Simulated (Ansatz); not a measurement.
**CsBa3 in Ansatz: the effect of target pressure**

The system is CsBa3.

```
CELL_PARAMETERS angstrom
0.00000 5.22128 5.22128
5.22128 0.00000 5.22128
5.22128 5.22128 0.00000
ATOMIC_POSITIONS crystal
Ba 0.50000 0.50000 0.50000
Ba 0.75000 0.75000 0.75000
Ba 0.25000 0.25000 0.25000
Cs 0.00000 0.00000 0.00000
```

The cell comes from a database or a generator and needn't be the stable form of this composition.

Alike in all runs:

| Property | Result |
| --- | --- |
| Program | Ansatz 0.2.0 |
| Task | relaxation of cell and atoms |
| Functional | PBEsol |
| Potentials or basis | Ansatz PAW |
| Cutoff | 420 eV (not typed: the program's choice for these potentials) |
| k mesh | 5 × 5 × 5 |
| Occupations | fermi-dirac, width 0.05 eV |
| Spin | no spin polarisation |

Each run relaxes the cell or the atoms first.

| target pressure | relaxed volume (Å³/atom) |
| --- | --- |
| 0 GPa | 64.82 |
| 2 GPa | 51.49 |
| 5 GPa | 40.63 |
| 10 GPa | ? |
| 20 GPa | 26.72 |
| 30 GPa | 23.80 |

Problem. What does the run with target pressure 10 GPa give?

Solution. Relaxed volume 33.74 Å³/atom.

Worked out: A parabola through the other rows of the relaxed volume, of slope -1.84 Å³/atom per GPa there, gives 34.58 Å³/atom, against the run's 33.74.

Caveats: the plane-wave basis is chosen anew once the cell has moved, so the energies of steps on either side of that aren't comparable; the PAW data sets come from PBE, with cores solved anew for the run's functional, which leaves a small shift of forces and pressure; the volume moved by over 15 % at a fixed basis, so the end points are rough (some runs).
